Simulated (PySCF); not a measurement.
**C6H7BS: electronic excitations**

Wanted: the electronic excitations of C6H7BS (`B[C@@H](C#CC#C)SC`), by calculation.

Programs: PySCF 2.14.0, with density-fitted response routines of our own. Each step states its level of theory. These are calculated values for one molecule in the gas phase, unless marked as measured. Atoms count from 0, in the outputs and in this text.

**1. The starting structure**

15 atoms, charge 0, multiplicity 1; geometry from: GFN2-xTB.

Bonds of the start (Å): B0–C1 1.57, C1–C2 1.44, C2–C3 1.22, C3–C4 1.35, C4–C5 1.21, C1–S6 1.83, S6–C7 1.82, B0–H8 1.17, B0–H9 1.17, C1–H10 1.09, C5–H11 1.05, C7–H12 1.08, C7–H13 1.09, C7–H14 1.09.

**2. Excited states and response: CAM-B3LYP/def2-SVPD**

What the job is given:

```
{"job": {"kind": "uv", "xc": "CAM-B3LYP", "basis": "def2-SVPD", "nstates": 8, "ntriplets": 3}, "charge": 0, "multiplicity": 1}
B      1.375398     1.754850     0.885679
C      0.008629     1.457697     0.177575
C      0.604788     0.169250    -0.082476
C      1.016218    -0.963181    -0.241874
C      1.482405    -2.214700    -0.464442
C      1.880926    -3.335475    -0.663037
S     -1.509510     1.281436     1.187972
C     -2.500497     0.269216     0.047763
H      2.246171     2.210820     0.252532
H      1.513428     1.485716     2.013151
H     -0.252088     1.977983    -0.743392
H      2.232077    -4.308434    -0.833070
H     -3.449607     0.085332     0.539860
H     -2.662718     0.809866    -0.881465
H     -1.990032    -0.672387    -0.138890
```

Method: TDDFT CAM-B3LYP/def2-SVPD, vertical, gas phase, core orbitals frozen in the response.

Command:

```console
$ OMP_NUM_THREADS=1 python probes_run.py task.json out
```

One launch serves the whole session: the jobs run in the order shown.

Predict these results of the whole session: lowest singlet (CAM-B3LYP/def2-SVPD); brightest single state of those computed; lowest triplet.

The runs gave:

```
                                quantity                        value
    lowest singlet (CAM-B3LYP/def2-SVPD)  3.95 eV (314 nm), f = 0.010
brightest single state of those computed  state 8, 6.11 eV, f = 0.175
                          lowest triplet                      3.37 eV
```

What this shows: The first singlet state (HOMO→LUMO 0.44, HOMO−1→LUMO 0.36) lies at 3.95 eV and is weak; of the 8 states computed, the strongest absorption comes from state 8 at 6.11 eV (the last computed, so partners may be missing). The lowest triplet lies 0.58 eV below the lowest singlet (triplets in Tamm-Dancoff, singlets in full TDDFT).
